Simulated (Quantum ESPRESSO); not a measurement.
Runs of Quantum ESPRESSO 7.5 on GaGe. Symmetry: F-43m, No. 216, cubic system. The conventional cell has a = 5.796 Å, b = 5.796 Å, c = 5.796 Å, α = 90.00°, β = 90.00°, γ = 90.00°. Around Ge (site symmetry -43m) lie 4 Ga at 2.51 Å. Around Ga (site symmetry -43m) lie 4 Ge at 2.51 Å. The cell comes from a database or a generator and needn't be the stable form of this composition.

| task | level | potentials or basis | cell | k mesh | cutoff (eV) | SCF threshold | form of the LDA correlation | symmetry | gap on the mesh (eV) | pressure (GPa) |
| --- | --- | --- | --- | --- | --- | --- | --- | --- | --- | --- |
| single point | PBE | SSSP 1.3 efficiency PBE | as given | 8 × 8 × 8 | 952 | 4e-10 Ry | - | - | none | 0.1 |
| band structure | LDA | GBRV 1.5 LDA | as given | 8 × 8 × 8 | 762 | 4e-10 Ry | PZ81 | - | none | -4.1 |
| single point | PBEsol | GBRV 1.5 PBEsol | atoms moved at random, drawn with an rms of 0.05 Å | 8 × 8 × 8 | 762 | 4e-10 Ry | - | - | none | -2.4 |
| single point | PBEsol | GBRV 1.5 PBEsol | as given | 8 × 8 × 8 | 762 | 4e-10 Ry | - | - | none | -2.4 |
| band structure | PBEsol | GBRV 1.5 PBEsol | as given | 8 × 8 × 8 | 762 | 4e-10 Ry | - | - | none | -2.4 |
| band structure | r2SCAN | SG15 PBE 1.2 | as given | 6 × 6 × 6 | 1197 | 1e-08 Ry | - | off | none | (a) |

Alike in all rows: no spin polarisation; smearing fermi-dirac 0.05 eV.

Task: Fill in the values left out.

Result: (a) -4.3.

Caveats: the potentials were made for another functional, which shifts forces and pressure (some runs).

A k mesh can miss the band edges, and the runs leave out spin-orbit coupling on Ga, Ge.

A gap of «none» marks a metal or a gap under the smearing width.

The runs don't all hold the same shells in valence.
